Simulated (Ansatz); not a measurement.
The same calculation of Ti, space group P6/mmm as a Python script and as an input file (Ansatz's Python interface).

Script `run_elastic.py`:
```python
# -*- coding: utf-8 -*-
"""Elastic constants of Ti."""

import warnings

import ansatz as az
import numpy as np

FUNCTIONAL = "lda"
EXTRA_BANDS = 16
KGRID = (11, 11, 15)

warnings.simplefilter("ignore", az.DeckWarning)

xtal = (
    az.Lattice.from_parameters(4.6, 4.6, 2.82, alpha=90.0, beta=90.0, gamma=120.0)
    .atom("Ti", [0.0, 0.0, 0.0])
    .atom("Ti", [1 / 3, 2 / 3, 0.5])
    .atom("Ti", [2 / 3, 1 / 3, 0.5])
)

base = xtal.calculation()
base = base.functional(FUNCTIONAL)
base = base.occupations(az.OccupationsMethod.COLD, width=150 * az.meV)
base = base.eigensolver("davidson")
base = base.scf(extra_bands=EXTRA_BANDS)
base = base.kpoints(*KGRID)
out = base.elastic("relaxed-ion").run()
elastic = out.elastic

C = np.asarray(elastic.c_gpa)
for i in range(6):
    for j in range(i, 6):
        if abs(C[i, j]) > 0.05:
            print(f"C{i + 1}{j + 1} = {C[i, j]:.1f} GPa")
print("smallest eigenvalue of C:", round(elastic.stability.min_eigenvalue_gpa, 1), "GPa; stable:", elastic.stability.stable)
# averaged moduli need a positive definite tensor
if elastic.stability.min_eigenvalue_gpa > 0:
    m = elastic.moduli
    print(f"K = {m.k_hill_gpa:.1f}, G = {m.g_hill_gpa:.1f}, E = {m.youngs_gpa:.1f} GPa, Poisson ratio {m.poisson:.3f}, K/G = {m.k_hill_gpa / m.g_hill_gpa:.2f}")
```

```console
$ python run_elastic.py
C11 = 167.1 GPa
C12 = 69.6 GPa
C13 = 36.9 GPa
C22 = 167.1 GPa
C23 = 36.9 GPa
C33 = 221.5 GPa
C44 = 48.7 GPa
C55 = 48.7 GPa
C66 = 48.8 GPa
smallest eigenvalue of C: 48.7 GPa; stable: True
K = 94.0, G = 55.0, E = 138.2 GPa, Poisson ratio 0.255, K/G = 1.71
```

`input.yaml`:
```yaml
crystal:
  lattice:
    a: 4.6
    b: 4.6
    c: 2.82
    alpha: 90.0
    beta: 90.0
    gamma: 120.0
  atoms:
    - { symbol: Ti, position: [0.0, 0.0, 0.0] }
    - { symbol: Ti, position: [0.3333333333333333, 0.6666666666666666, 0.5] }
    - { symbol: Ti, position: [0.6666666666666666, 0.3333333333333333, 0.5] }
kpoints:
  mp_grid:
    grid: [11, 11, 15]
hamiltonian:
  xc: lda
scf:
  n_extra_bands: 16
  occupations:
    method: cold
    width: 0.15
  eigensolver:
    kind: davidson
elastic:
  mode: relaxed_ion
```

Reading the output:
- These settings explore the input space; cutoff and mesh may be short of convergence.
- The cell isn't relaxed first, so the values belong to this volume.
- A positive definite tensor excludes instabilities under uniform strain alone; phonons elsewhere in the zone can still be imaginary.
- The cell stands under an uneven stress, so these stress-strain coefficients aren't symmetric, and eigenvalues smaller than that stress decide nothing.
- This isn't the structure that Ti takes at ambient conditions.
- Shear constants of a metal converge slowly with the k-point mesh and can be wrong in sign on a coarse one; the constants belong to the cell that was strained.
- Finished in 11 min on 1 thread of Arm Neoverse V2 (shared host), peak memory 0.83 GiB.

(A comment or docstring line of the script was reworded after the run, the code is as it ran; lines on the test bed's own set-up are left out of the output.)
